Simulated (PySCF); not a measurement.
# MP2/STO-3G run of As2 (SMILES [As]#[As])

What is the energy change on altering one bond length of As2 at MP2/STO-3G? 

The calculation is run with PySCF 2.14.0.

8 further runs of the same task are left out: 2 that didn't finish, 6 set aside as unsound or not needed.

## Step 1: Starting point

The species is As2 (2 atoms), meant as a singlet with charge 0. As SMILES, `[As]#[As]`. Geometry: relaxed at PBE0-D4/def2-TZVP.

Bond lengths: As1–As2 2.089 Å.

## Step 2: A single-point energy at MP2/STO-3G

File input.py:

```python
from pyscf import gto, scf, mp

mol = gto.M(
    atom='''
As     0.000000     0.000000     0.004687
As     0.000000     0.000000     3.952343
''',
    unit='bohr',
    max_memory=1860,
    verbose=3,
    basis='sto-3g',
)

hf = scf.RHF(mol)
hf.conv_tol = 1e-10
hf.kernel()
if not hf.converged:
    hf = hf.newton().run(hf.mo_coeff, hf.mo_occ)

pt = mp.MP2(hf, frozen=18).run()
etot = pt.e_tot
print(f'total energy: {etot:.8f} hartree')
```

The run is started by

```sh
$ OMP_NUM_THREADS=1 python input.py
```

Log:

```text
converged SCF energy = -4418.55157544736
E(RMP2) = -4418.67587197111  E_corr = -0.124296523754983
E(SCS-RMP2) = -4418.67336904963  E_corr = -0.121793602276773
total energy: -4418.67587197 hartree
```

It took 0.8 s on 1 thread of Arm Neoverse V2, shared host; peak memory 0.12 GiB.

## Step 3: The distorted shape at the same level

File calc.py:

```python
from pyscf import gto, mp

molecule = gto.M(
    atom='As 0.000000 -0.000000 -0.415310; As -0.000000 0.000000 2.091490',
    spin=0,
    basis='sto-3g',
    max_memory=1860,
    charge=0,
    verbose=3,
)

mf = molecule.RHF()
mf.conv_tol = 1e-10
mf.kernel()
if not mf.converged:
    mf = mf.newton().run(mf.mo_coeff, mf.mo_occ)

pt = mp.MP2(mf, frozen=18).run()
e_final = pt.e_tot
print('Final energy', e_final)
```

The run is started by

```sh
$ OMP_NUM_THREADS=1 python calc.py
```

Log:

```text
converged SCF energy = -4418.42495014494
E(RMP2) = -4418.64447841614  E_corr = -0.219528271204479
E(SCS-RMP2) = -4418.63686975931  E_corr = -0.211919614369722
Final energy -4418.644478416143
```

It took 0.7 s on 1 thread of Arm Neoverse V2, shared host; peak memory 0.12 GiB.

## Step 4: Summary of results

Level: MP2/STO-3G, 18 core orbitals frozen.

| quantity | value |
| --- | --- |
| first shape: total energy | -4418.67587 Eh |
| first shape: dipole moment (Hartree–Fock density) | 0.00 D |
| first shape: HOMO energy (Hartree–Fock orbitals) | -6.20 eV |
| first shape: LUMO energy (Hartree–Fock orbitals) | 4.47 eV |
| first shape: HOMO–LUMO gap (Hartree–Fock orbitals) | 10.67 eV |
| first shape: correlation energy (18 core orbitals frozen) | -124.3 mEh |
| distorted shape: total energy | -4418.64448 Eh |
| distorted shape: dipole moment (Hartree–Fock density) | 0.00 D |
| distorted shape: HOMO energy (Hartree–Fock orbitals) | -4.39 eV |
| distorted shape: LUMO energy (Hartree–Fock orbitals) | 3.33 eV |
| distorted shape: HOMO–LUMO gap (Hartree–Fock orbitals) | 7.73 eV |
| distorted shape: correlation energy (18 core orbitals frozen) | -219.5 mEh |
| energy change with the As1–As2 bond stretched from 2.089 to 2.507 Å | 0.854 eV |

**Reading.** With the As1–As2 bond stretched from 2.089 to 2.507 Å the energy rises by 0.85 eV (82.4 kJ/mol). The first shape isn't relaxed at this level, so the change isn't measured from a minimum. The minimal basis adds a large error of its own.
